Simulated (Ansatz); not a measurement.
VWC2:

```
CELL_PARAMETERS angstrom
1.51704 0.87586 4.93389
-1.51704 0.87586 4.93389
0.00000 -1.75173 4.93389
ATOMIC_POSITIONS crystal
W 0.00000 0.00000 0.00000
V 0.50000 0.50000 0.50000
C 0.24649 0.24649 0.24649
C 0.75351 0.75351 0.75351
```

The cell comes from a database or a generator and needn't be the stable form of this composition.

Base run:

* Program: Ansatz 0.2.0
* Functional: PBEsol
* Potentials or basis: Ansatz PAW
* Cutoff: 420 eV (not typed: the program's choice for these potentials)
* k mesh: 9 × 9 × 9
* Occupations: fermi-dirac, width 0.05 eV
* Spin: collinear spin, ferromagnetic start
* Starting moments: [0.0, 0.5, 0.0, 0.0] μB
* Fixed moment: 0.5 μB

Its results: pressure -10.1 GPa; site moments W +0.05; V +0.32; C +0.00 μB; largest force 0.108 eV/Å.

Q: The run is repeated on the same cell with these changes: fixed moment from 0.5 μB to 1 μB; moments at the start from [0.0, 0.5, 0.0, 0.0] to [0.0, 1.0, 0.0, 0.0]. What comes out?

A: Pressure -8.8 GPa; site moments W +0.12; V +0.61; C +0.01 μB; largest force 0.175 eV/Å.

Caveats: the total moment is fixed, so each spin has its own Fermi level; the PAW data sets come from PBE, with cores solved anew for the run's functional, which leaves a small shift of forces and pressure; the thresholds are loose for stress.
